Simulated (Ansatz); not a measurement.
**NaF (Villiaumite): how the settings move a single-point run**

How sensitive is a single-point run of NaF (Villiaumite) to its settings? A reference run comes first, then one run with altered input.

Program: Ansatz 0.2.0. Level of theory: reference: DFT, PBE, all-electron LAPW, scalar-relativistic. These are calculated values, not measurements.

## (1) The starting structure

Symmetry: Fm-3m, No. 225, cubic system. The conventional cell has a = 4.700 Å, b = 4.700 Å, c = 4.700 Å, α = 90.00°, β = 90.00°, γ = 90.00°. Na (site symmetry m-3m) is surrounded by 6 F at 2.35 Å. F (site symmetry m-3m) is surrounded by 6 Na at 2.35 Å.

Coordinates:

```
Na F
1.0
     0.00000    2.34978    2.34978
     2.34978    0.00000    2.34978
     2.34978    2.34978    0.00000
Na F
1 1
Direct
  0.00000 0.00000 0.00000
  0.50000 0.50000 0.50000
```

## (2) Reference

input.yaml reads:

```yaml
crystal:
  lattice:
    - [0.0, 2.349783362, 2.349783362]
    - [2.349783362, 0.0, 2.349783362]
    - [2.349783362, 2.349783362, 0.0]
  atoms:
    - { symbol: Na, position: [0.0, 0.0, 0.0] }
    - { symbol: F, position: [0.5, 0.5, 0.5] }
kpoints:
  mp_grid: { grid: [11, 11, 11] }
  band_path:
    path:
      - [0.0, 0.0, 0.0]
      - [0.5, 0.0, 0.5]
      - [0.625, 0.25, 0.625]
      - [0.375, 0.375, 0.75]
      - [0.0, 0.0, 0.0]
      - [0.5, 0.5, 0.5]
      - [0.5, 0.25, 0.75]
      - [0.5, 0.0, 0.5]
    npoints: 14
scf:
  occupations: { method: fermi_dirac, width: 0.02 }
hamiltonian:
  xc: pbe
  pseudopotentials: { kind: all_electron, lapw: { basis_error: 0.0005 } }
output:
  forces: true
  stress: true
  eigenvalues: true
  populations: true
  dos: { projected: true, de: 0.2, e_range: [-14, 8] }
```

On the command line:

```
> ansatz run input.yaml --threads 1 --pin off --max-ram 2048MiB --backend cpu --events-out ev --progress --plain --runs-dir out
```

## (3) Changed: xc lda, xc_grid 4

Edit input.yaml of step 2 so:

```diff
@@ -24,3 +24,3 @@
 hamiltonian:
-  xc: pbe
+  xc: lda
   pseudopotentials: { kind: all_electron, lapw: { basis_error: 0.0005 } }
@@ -31,2 +31,3 @@
   populations: true
-  dos: { projected: true, de: 0.2, e_range: [-14, 8] }
+basis:
+  xc_grid: 4
```

What does the calculation give? Wanted: for each run, ending; energy change; pressure; gap; force.

As calculated:

```tsv
run	ending	energy change	pressure (GPa)	gap (eV)	force (eV/Å)	cycles	time
reference	converged	-	0.1	6.09	0.00	7	11 s
1: xc lda, xc_grid 4	converged	not comparable	-5.8	5.75	0.00	8	11 s
```

Times don't compare one to one where runs were asked for different outputs or read a saved state (see the inputs); cycles may leave out searches for a lower state.

Residual by cycle in the longest SCF loop of each run; runs are numbered as in the table. The quantity is the density residual dr2, in eV.

```tsv
cycle	reference	run 1
1	0.79	0.744
2	0.00385	0.00262
3	0.0384	0.0363
4	2.2e-5	1.2e-5
5	1.7e-5	1.1e-6
6	3.3e-6	4.9e-6
7	2.1e-8	4.9e-7
8	-	1.3e-8
```

**Reading.** A change of functional puts the total energy on another scale; the pressure goes from 0.1 to -5.8 GPa and the gap on the mesh goes from 6.09 to 5.75 eV. The numerical grids changed too.

The gaps are Kohn-Sham values of a semilocal functional, not quasiparticle or optical gaps. Such gaps usually fall short of the measured ones.
